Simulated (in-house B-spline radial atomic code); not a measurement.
# Pt³⁴⁺: excited configurations

Aim: the energies of several excited configurations of Pt³⁴⁺ above a reference configuration, each from its own self-consistent run.

Method: Dirac-Hartree-Fock, average of configuration, Fermi nucleus, basis-set limit. Code: in-house B-spline radial atomic code version 1.

## Step 1: The atom as given

```
element       : platinum (Z = 78)
charge        : +34
electrons     : 44
configuration : [Kr] 4d8
Hamiltonian   : Dirac-Coulomb
nucleus       : Fermi, rms radius 5.427 fm
```

The outer shells:

[Kr] 4d8
```
[Kr] core
4d [↑↓][↑↓][↑↓][↑ ][↑ ]
```

The boxes draw the filling by Hund's rule, which heavy ions in jj coupling don't follow; these runs average over all states of the configuration.

Input settings:

```ini
Z = 78
electrons = 44.0
configuration = [Kr] 4d8
hamiltonian = dirac
method = hf
spin_polarised = False
nucleus = fermi
rms_radius = 5.427
mass_number = 195
atomic_mass = 194.964794325
speed_of_light = 137.035999084
```

This reference run was done before. Its total energy is -17806.215802 hartree, and its levels are (the highest eight at most):

```tsv
orbital	occupation	energy (eV)	<r> (bohr)
3p3/2	4	-4040.49	0.1903
3d3/2	4	-3597.48	0.1661
3d5/2	6	-3514.16	0.1707
4s1/2	2	-1964.78	0.3872
4p1/2	2	-1843.89	0.3857
4p3/2	4	-1729.82	0.4091
4d3/2	3.2	-1537.15	0.4018
4d5/2	4.8	-1513.80	0.4088
```

## Step 2: Configuration [Ar] 3d10 4s2 4p5 4d8 7d1

Input settings:

```ini
Z = 78
electrons = 44.0
configuration = [Ar] 3d10 4s2 4p5 4d8 7d1
hamiltonian = dirac
method = hf
spin_polarised = False
nucleus = fermi
rms_radius = 5.427
mass_number = 195
atomic_mass = 194.964794325
speed_of_light = 137.035999084
```

## Step 3: [Ar] 3d10 4s2 4p5 4d8 6d1

Changes to the settings of step 2:

```diff
@@ -2,3 +2,3 @@
 electrons = 44.0
-configuration = [Ar] 3d10 4s2 4p5 4d8 7d1
+configuration = [Ar] 3d10 4s2 4p5 4d8 6d1
 hamiltonian = dirac
```

## Step 4: Run with [Kr] 4d7 6g1

Changes to the settings of step 3:

```diff
@@ -2,3 +2,3 @@
 electrons = 44.0
-configuration = [Ar] 3d10 4s2 4p5 4d8 6d1
+configuration = [Kr] 4d7 6g1
 hamiltonian = dirac
```

## Step 5: Run with [Ar] 3d9 4s2 4p6 4d8 6f1

Changes to the settings of step 4:

```diff
@@ -2,3 +2,3 @@
 electrons = 44.0
-configuration = [Kr] 4d7 6g1
+configuration = [Ar] 3d9 4s2 4p6 4d8 6f1
 hamiltonian = dirac
```

## Step 6: Configuration [Kr] 4d7 6p1

Changes to the settings of step 5:

```diff
@@ -2,3 +2,3 @@
 electrons = 44.0
-configuration = [Ar] 3d9 4s2 4p6 4d8 6f1
+configuration = [Kr] 4d7 6p1
 hamiltonian = dirac
```

**Question.** How far above the reference does each configuration lie (order and size, in eV)?

As calculated:

| net move | configuration | energy above the reference (eV) | with Breit, QED, recoil (eV) | largest <r> (bohr) |
| --- | --- | --- | --- | --- |
| 4d → 6p | [Kr] 4d7 6p1 | 897.92 | 897.55 | 1.14 |
| 4d → 6g | [Kr] 4d7 6g1 | 1041.58 | 1040.75 | 1.19 |
| 4p → 6d | [Ar] 3d10 4s2 4p5 4d8 6d1 | 1196.18 | 1194.21 | 1.18 |
| 4p → 7d | [Ar] 3d10 4s2 4p5 4d8 7d1 | 1361.41 | 1359.36 | 1.69 |
| 3d → 6f | [Ar] 3d9 4s2 4p6 4d8 6f1 | 3015.80 | 3012.39 | 1.20 |

Quantum defects of the promoted electron, δ = n − ζ/√(−2ε) with ζ = 35 and ε its orbital energy in hartree:

| promotion | δ |
| --- | --- |
| 4d → 6p | 0.831 |
| 4d → 6g | 0.108 |
| 4p → 6d | 0.594 |
| 4p → 7d | 0.585 |
| 3d → 6f | 0.343 |

What this shows: The lowest of them is 4d → 6p at 897.92 eV and the highest 3d → 6f at 3015.80 eV. 1 of them lies more than 2 % above the ionisation threshold that Koopmans' theorem gives (1513.80 eV), where such states can decay by emitting an electron. Of those tabulated, the defect is largest for 6p (0.83) and least for 6g (0.11); at this charge much of the defect is relativistic. Two partly filled shells share a symmetry and can mix in the average, which may lower the energy, for: 4p → 6d; 4p → 7d; 3d → 6f. These are averages over configurations, without correlation, not spectroscopic levels.
